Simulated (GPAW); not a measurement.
MgMn2O4:

```
CELL_PARAMETERS angstrom
3.06167 0.00000 0.00000
-1.53084 2.65149 0.00000
0.00000 0.00000 10.03561
ATOMIC_POSITIONS crystal
Mn 0.00000 0.00000 0.26927
Mn 0.00000 0.00000 0.73073
Mg 0.00000 0.00000 0.00000
O 0.33333 0.66667 0.34872
O 0.33333 0.66667 0.87598
O 0.66667 0.33333 0.65128
O 0.66667 0.33333 0.12402
```

The cell comes from a database or a generator and needn't be the stable form of this composition.

Base run:

| Item | Value |
| --- | --- |
| Program | GPAW 26.7.0 |
| Functional | PBEsol |
| Potentials or basis | PAW data sets generated in the run's folder for this functional |
| Cutoff | 800 eV |
| Basis | pw |
| k mesh | 7 × 7 × 2 |
| Occupations | fermi-dirac, width 0.05 eV |
| Spin | collinear spin, ferromagnetic start |
| Starting moments | [4.0, 4.0, 0.0, 0.0, 0.0, 0.0, 0.0] μB |

Its results: pressure -8.8 GPa; net moment 8.00 μB per cell; site moments Mn +3.62; Mg +0.01; O +0.04, +0.08 μB; largest force 0.797 eV/Å.

Task: The run is repeated on the same cell with these changes: functional from PBEsol to LDA; potentials or basis from PAW data sets generated in the run's folder for this functional to the program's PAW data sets (release 1.2.1) made for this functional. What comes out?

Result: Pressure -15.1 GPa; net moment 8.00 μB per cell; site moments Mn +3.57; Mg +0.01; O +0.06, +0.09 μB; largest force 1.275 eV/Å.

Caveats: only a ferromagnetic start was run, and an antiferromagnetic order may lie lower in energy; forces of over 1 eV/Å show positions far from the minimum, so gaps and moduli don't describe the material at rest (some runs).

Not every run made on this cell is shown here.
